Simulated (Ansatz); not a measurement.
# C₂H₆AlNO₃: how energies converge with the basis set

The task here is to estimate one member of a computed series from the others.

The runs use Ansatz 0.2.0, Gaussian basis; one geometry, several basis sets.

Levels to be run: PBE0-D4/def2-SVP; ωB97M-V/def2-SVP; PBE0-D4/def2-QZVPP; ωB97M-V/def2-QZVPP; the functionals' def2-TZVPP values are taken from earlier runs.

### The geometry

All runs share one geometry, relaxed beforehand with PBE0-D4 in a triple-zeta def2 set.

SMILES `CC#[N+][Al-]([OH])([OH])[OH]`, 13 atoms, charge 0, spin multiplicity 1.

Atoms are counted from 1 here; the program's logs count them from 0.

Bond lengths: C1–C2 1.442 Å, C1–H8 1.091 Å, C1–H9 1.091 Å, C1–H10 1.091 Å, C2–N3 1.141 Å, N3–Al4 2.018 Å, Al4–O5 1.717 Å, Al4–O6 1.717 Å, Al4–O7 1.717 Å, O5–H11 0.955 Å, O6–H12 0.955 Å, O7–H13 0.955 Å. Angles: C2–C1–H8 109.6°, C2–C1–H9 109.6°, C2–C1–H10 109.6°, H8–C1–H9 109.3°, H8–C1–H10 109.3°, H9–C1–H10 109.3°, C1–C2–N3 180.0°, C2–N3–Al4 180.0°, N3–Al4–O5 99.8°, N3–Al4–O6 99.8°, N3–Al4–O7 99.8°, O5–Al4–O6 117.1°, O5–Al4–O7 117.1°, O6–Al4–O7 117.1°, Al4–O5–H11 119.3°, Al4–O6–H12 119.3°, Al4–O7–H13 119.3°.

Set-up of the first run:

File in.yaml:

```yaml
crystal:
  periodic: [false, false, false]
  atoms:
    - {symbol: C, position_ang: [1.255830, -0.856667, 2.505630]}
    - {symbol: C, position_ang: [0.637988, -0.436295, 1.272745]}
    - {symbol: N, position_ang: [0.148895, -0.103435, 0.296563]}
    - {symbol: Al, position_ang: [-0.714901, 0.485116, -1.429406]}
    - {symbol: O, position_ang: [0.403574, -0.170553, -2.555461]}
    - {symbol: O, position_ang: [-0.692248, 2.187232, -1.203189]}
    - {symbol: O, position_ang: [-2.232575, -0.304692, -1.282101]}
    - {symbol: H, position_ang: [0.648851, -1.633349, 2.973359]}
    - {symbol: H, position_ang: [2.251906, -1.251668, 2.300096]}
    - {symbol: H, position_ang: [1.337714, -0.005410, 3.183195]}
    - {symbol: H, position_ang: [0.939659, 0.420287, -3.080480]}
    - {symbol: H, position_ang: [-1.517039, 2.655040, -1.089166]}
    - {symbol: H, position_ang: [-2.447353, -1.020306, -1.876985]}
basis:
  gaussian: {orbitals: def2-SVP}
hamiltonian: {xc: pbe0, dispersion: d4}
output: {orbitals: {seedname: orbitals}}
```

Command:

```bash
$ ansatz run in.yaml --threads 4 --pin off --events-out ev --progress --plain --max-ram 11315MiB
```

Steps of the session up to this table: PBE0-D4 in def2-SVP; ωB97M-V in def2-SVP; PBE0-D4 in def2-QZVPP; ωB97M-V in def2-QZVPP.

One of the session's tables, all rows but one given; the rest of the session is left out.

It belongs to the step «Functionals by basis». 

| functional | basis | HOMO (eV) |
| --- | --- | --- |
| PBE0-D4 | def2-SVP | ? |
| PBE0-D4 | def2-TZVPP | -7.64 |
| PBE0-D4 | def2-QZVPP | -7.74 |
| ωB97M-V | def2-SVP | -9.69 |
| ωB97M-V | def2-TZVPP | -10.14 |
| ωB97M-V | def2-QZVPP | -10.24 |

Q: Estimate the row for PBE0-D4, def2-SVP from the others.

The run gave: HOMO (eV): -7.23. In the column «HOMO (eV)» it is the highest.
